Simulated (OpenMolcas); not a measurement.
**Pt⁴⁺ among point charges: CASSCF and CASPT2 levels and susceptibility**

How does a field of 4 point charges split the states of Pt⁴⁺, and what χT follows?

The numbers are computed with OpenMolcas 26.06 (state-averaged CASSCF and CASPT2, spin-orbit coupling by RASSI with atomic mean-field integrals), except any that are marked as measured or tabulated.

## 1. The system

- Species: Pt⁴⁺ (platinum, Z = 78, 74 electrons)
- Basis: ANO-RCC-VDZP [7s6p4d2f], 59 functions
- Scalar Hamiltonian: DKH2, point nucleus
- Inactive shells: 1s 2s 2p 3s 3p 3d 4s 4p 4d 4f 5s 5p
- Active space: 6 electrons in 5 orbitals (5d)
- Some configurations of this space: 5d⁶
- Orbitals: optimised for each spin and parity, averaged over all roots

The outer shells:

5d6
```
5d [↑↓][↑ ][↑ ][↑ ][↑ ]
```

The ion sits among 4 point charges of -1.5 e arranged as a tetrahedron (Td), 1.96 Å from the ion.

Each step is its own input file, run in one work folder so that later steps find the files of earlier ones. Labels, J, g values, rates, χT and fits are worked out afterwards by a script from the matrices that RASSI stores.

## 2. GATEWAY and SEWARD: basis and integrals

The input, a.inp:

```
&GATEWAY
Coord
1

Pt 0.0 0.0 0.0
Basis=ANO-RCC-VDZP
Group=NoSym
NoMove
AngMom=0.0 0.0 0.0
AMFI
XField
4 Angstrom 0
1.131607 1.131607 1.131607 -1.500000
1.131607 -1.131607 -1.131607 -1.500000
-1.131607 1.131607 -1.131607 -1.500000
-1.131607 -1.131607 1.131607 -1.500000
&SEWARD
```

On the command line:

```sh
> OMP_NUM_THREADS=1 MOLCAS_MEM=1689 MOLCAS_PROJECT=a pymolcas a.inp > a.log
```

## 3. CASSCF: quintets, 5 roots

The input, a.inp:

```
&RASSCF
FileOrb=start.orb
Symmetry=1
Spin=5
nActEl=6 0 0
Inactive=34
Ras2=5
CIRoot=5 5 1
SDav=5
CIMx=300
Iter=120 100
PrWF=0.3
OrbListing=Nothing
MaxOrb=0
>>> COPY $Project.JobIph JOB001
```

start.orb holds the contracted functions of the basis, ordered by shell, or the orbitals of the step before.

## 4. CASSCF: triplets, 45 roots

The input, a.inp:

```
&RASSCF
FileOrb=start.orb
Symmetry=1
Spin=3
nActEl=6 0 0
Inactive=34
Ras2=5
CIRoot=45 45 1
SDav=45
CIMx=300
Iter=120 100
PrWF=0.3
OrbListing=Nothing
MaxOrb=0
>>> COPY $Project.JobIph JOB002
```

## 5. Reference wave functions, singlets, 50 roots

The input, a.inp:

```
&RASSCF
FileOrb=start.orb
Symmetry=1
Spin=1
nActEl=6 0 0
Inactive=34
Ras2=5
CIRoot=50 50 1
SDav=50
CIMx=300
Iter=120 100
PrWF=0.3
OrbListing=Nothing
MaxOrb=0
>>> COPY $Project.JobIph JOB003
```

## 6. State interaction with spin-orbit coupling

The input, a.inp:

```
&RASSI
NrOfJobIphs=3 5 45 50
1 2 3 4 5
1 2 3 4 5 6 7 8 9 10 11 12 13 14 15 16 17 18 19 20 21 22 23 24 25 26 27
28 29 30 31 32 33 34 35 36 37 38 39 40 41 42 43 44 45
1 2 3 4 5 6 7 8 9 10 11 12 13 14 15 16 17 18 19 20 21 22 23 24 25 26 27
28 29 30 31 32 33 34 35 36 37 38 39 40 41 42 43 44 45 46 47 48 49 50
IphNames
JOB001
JOB002
JOB003
EJob
SpinOrbit
DIPRint=1.0
SOCoupling=1000.0
Subsets=2
Property=9
'ANGMOM' 1 'ANGMOM' 2 'ANGMOM' 3 'MLTPL  1' 1 'MLTPL  1' 2 'MLTPL  1' 3
'AMFI' 1 'AMFI' 2 'AMFI' 3
SOProperty=3
'ANGMOM' 1 'ANGMOM' 2 'ANGMOM' 3
```

## 7. CASPT2: IPEA 0.25, imaginary shift 0.1 (closed shells correlated: 4f 5s 5p)

The input, a.inp:

```
>>> COPY JOB001 $Project.JobIph
&CASPT2
Multistate=5 1 2 3 4 5
NoMult
Frozen=23
IPEA=0.25
Imaginary=0.1
MaxIter=60
WThr=0.0 0.3 0.05
PrWF=0.5
NoMix
>>> COPY JOB002 $Project.JobIph
&CASPT2
Multistate=45 1 2 3 4 5 6 7 8 9 10 11 12 13 14 15 16 17 18 19 20 21 22
23 24 25 26 27 28 29 30 31 32 33 34 35 36 37 38 39 40 41 42 43 44 45
NoMult
Frozen=23
IPEA=0.25
Imaginary=0.1
MaxIter=60
WThr=0.0 0.3 0.05
PrWF=0.5
NoMix
>>> COPY JOB003 $Project.JobIph
&CASPT2
Multistate=50 1 2 3 4 5 6 7 8 9 10 11 12 13 14 15 16 17 18 19 20 21 22
23 24 25 26 27 28 29 30 31 32 33 34 35 36 37 38 39 40 41 42 43 44 45 46
47 48 49 50
NoMult
Frozen=23
IPEA=0.25
Imaginary=0.1
MaxIter=60
WThr=0.0 0.3 0.05
PrWF=0.5
NoMix
```

(Steps that only read results are left out.)

Before running it: what results should come out? Wanted: spin-free ground state; first state of the same spin within the active space; lowest level; next level.

**Answer**, as computed:

| quantity | value |
| --- | --- |
| method | SS-CASPT2, IPEA 0.25, imaginary shift 0.1 (closed shells correlated: 4f 5s 5p) |
| spin-free ground state | 5E, 2-fold in its orbital part |
| first state of the same spin within the active space | 5T2 at 3100 cm⁻¹ |
| lowest level | 1-fold A1 |
| next level | 176.3 cm⁻¹ |
| χT at 300 K | 4.81 cm³ K/mol |
| effective moment at 300 K | 6.20 μB |

Cost by method:

```csv
method,time of its own steps,time with the reference
A. CASSCF,26 s,26 s
"B. SS-CASPT2, IPEA 0.25, imaginary shift 0.1, +4f 5s 5p",19 s,45 s
```

Times are of one thread on a shared host.

What this shows: The spin-free ground state (5E) comes to 100 % from free-ion D terms and keeps the highest spin of the shell. χT at 300 K is 4.81, against 3.01 cm³ K/mol for the spin alone, so orbital moment adds to it. An active space of the d shell alone favours high spin; real ions in strong fields can be low spin. CASPT2 does not keep the components of a term degenerate, and the means are used. An orbital doublet at a regular site is open to a Jahn-Teller distortion, which this geometry leaves out. The field of point charges can differ much from that of real complexes. This is an electrostatic model: the charges have no orbitals.
